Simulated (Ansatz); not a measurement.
**C2H2Se: taking an electron away**

The task here is to estimate one member of a computed series from the others.

Computed with Ansatz 0.2.0, Gaussian basis. Level: unrestricted cation, the program's frozen cores in correlated methods.

The runs, in order: UKS PBE-D4/def2-TZVPP; UKS r2SCAN-D4/def2-TZVPP; UKS PBE0-D4/def2-TZVPP; UKS B3LYP-D4/def2-TZVPP; UKS wB97X-V/def2-TZVPP; UKS wB97M-V/def2-TZVPP; UKS B2PLYP/def2-TZVPP; UHF-CCSD(T)/def2-TZVPP; UHF-MP2/def2-QZVPP; extrapolation to the limit; then −ε(HOMO) from the neutral's earlier runs with LDA (SPW92), PBE-D4, revPBE-D4, BLYP-D4, r2SCAN-D4, B97M-V, PBE0-D4, B3LYP-D4, r2SCANh-D4, r2SCAN0-D4, HSE06-D4, BHLYP-D4, CAM-B3LYP-D4, LC-ωPBE, ωB97X-V, ωB97M-V.

## Structure used throughout

An earlier PBE0-D4 in a triple-zeta def2 set relaxation fixed the geometry.

SMILES `C=C=[Se]`, 5 atoms, charge 0, spin multiplicity 1.

Atoms are counted from 1 here; the program's logs count them from 0.

Bond lengths: C1–C2 1.301 Å, C1–H4 1.085 Å, C1–H5 1.085 Å, C2–Se3 1.694 Å. Angles: C2–C1–H4 120.7°, C2–C1–H5 120.7°, H4–C1–H5 118.5°, C1–C2–Se3 180.0°.

The first run:

Input file in.yaml:

```yaml
crystal:
  periodic: [false, false, false]
  atoms:
    - {symbol: C, position_ang: [0.453566, -0.441205, -0.174151]}
    - {symbol: C, position_ang: [-0.451787, 0.429217, 0.164298]}
    - {symbol: Se, position_ang: [-1.631135, 1.563054, 0.605228]}
    - {symbol: H, position_ang: [1.321387, -0.142397, -0.752694]}
    - {symbol: H, position_ang: [0.357870, -1.482270, 0.115919]}
basis:
  gaussian: {orbitals: def2-TZVPP}
total_charge: 1
magnetization: {spin_polarized: true, initial_magnetization: 1}
hamiltonian: {xc: pbe, dispersion: d4}
```

On the command line:

```sh
> ansatz run in.yaml --threads 2 --pin off --events-out ev --progress --plain --max-ram 4352MiB
```

Among the steps run: Cation, UKS PBE-D4/def2-TZVPP; Cation, UKS r2SCAN-D4/def2-TZVPP; Cation, UKS PBE0-D4/def2-TZVPP; Cation, UKS B3LYP-D4/def2-TZVPP; Cation, UKS wB97X-V/def2-TZVPP; Cation, UKS wB97M-V/def2-TZVPP; Cation, UKS B2PLYP (frozen core)/def2-TZVPP; Cation, UHF-CCSD(T)/def2-TZVPP; Cation, UHF-MP2/def2-QZVPP.

One of the session's tables, all rows but one given; the rest of the session is left out.

Orbital estimates, from the neutral's runs:

```
  functional  −ε(HOMO) (eV)
 LDA (SPW92)           5.59
      PBE-D4           5.42
   revPBE-D4           5.37
     BLYP-D4           5.25
   r2SCAN-D4           5.63
      B97M-V           5.63
     PBE0-D4           6.45
    B3LYP-D4           6.23
  r2SCANh-D4           6.01
  r2SCAN0-D4              ?
    HSE06-D4           6.06
    BHLYP-D4           7.32
CAM-B3LYP-D4           7.64
     LC-ωPBE           8.93
     ωB97X-V           8.59
     ωB97M-V           8.47
```

**Question.** Estimate the row for r2SCAN0-D4.

Worked estimate for «−ε(HOMO) (eV)». Against the share of exact exchange, r2SCAN-D4 (0, 5.63), r2SCANh-D4 (0.1, 6.01) give a slope of 3.80 per unit share; at 0.25 the line stands at 6.58.

As computed: −ε(HOMO) (eV): 6.59. In «−ε(HOMO) (eV)» the line misses by -0.01.
